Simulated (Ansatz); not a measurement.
# LiSi4: the cost of one run

Method: DFT PBE, scalar-relativistic, plane waves, PAW, in Ansatz 0.2.0.

## (1) The starting structure

It takes space group Cmmm (No. 65, orthorhombic). The conventional cell has a = 3.457 Å, b = 11.333 Å, c = 3.596 Å, α = 90.00°, β = 90.00°, γ = 90.00°. Around Li (site symmetry mmm) lie 12 Si at 2.71 to 2.81 Å. Around Si (site symmetry m2m) lie 3 Si at 2.13 Å and 4 Li at 2.71 Å. Si (site symmetry m2m) has 4 Si at 2.13 Å and 2 Li at 2.81 Å as nearest neighbours.

As a file:

```cif
data_structure
_symmetry_space_group_name_H-M 'P 1'
_symmetry_Int_Tables_number 1
_cell_length_a 5.9243
_cell_length_b 5.9243
_cell_length_c 3.5959
_cell_angle_alpha 90.000
_cell_angle_beta 90.000
_cell_angle_gamma 146.072
_cell_volume 70.44
loop_
_atom_site_label
_atom_site_type_symbol
_atom_site_fract_x
_atom_site_fract_y
_atom_site_fract_z
_atom_site_occupancy
Li1 Li 0.50000 0.50000 0.00000 1
Si1 Si 0.09403 0.90597 0.50000 1
Si2 Si 0.90597 0.09403 0.50000 1
Si3 Si 0.19500 0.80500 0.00000 1
Si4 Si 0.80500 0.19500 0.00000 1
```

Recipe of the guess: 3-, 4-connected net of one element, guests in its cages (Cmmm, No. 65). Lengths come from tabulated atomic sizes and are only a guess.

## (2) Probe: one point on a coarse mesh

The input, input.yaml:

```yaml
crystal:
  lattice:
    - [1.72854439, -5.66648923, 0.0]
    - [1.72854439, 5.66648923, 0.0]
    - [0.0, 0.0, 3.59585923]
  atoms:
    - { symbol: Li, position: [0.5, 0.5, 0.0] }
    - { symbol: Si, position: [0.09402612, 0.90597388, 0.5] }
    - { symbol: Si, position: [0.90597388, 0.09402612, 0.5] }
    - { symbol: Si, position: [0.1949989, 0.8050011, 0.0] }
    - { symbol: Si, position: [0.8050011, 0.1949989, 0.0] }
basis:
  ecutwfc: 420
kpoints:
  mp_grid: { grid: [6, 6, 6] }
hamiltonian:
  xc: pbe
scf:
  occupations: { method: gaussian, width: 0.1 }
  lower_state_search: "off"
output:
  forces: true
  stress: true
  eigenvalues: true
```

Started as:

```console
ansatz run input.yaml --threads 1 --pin off --max-ram 2560MiB --backend cpu --events-out ev --progress --plain --runs-dir out
```

What time and memory should one allow on 1 thread of Arm Neoverse V1, shared host?

About 3.7 s, with a peak of 0.34 GiB.
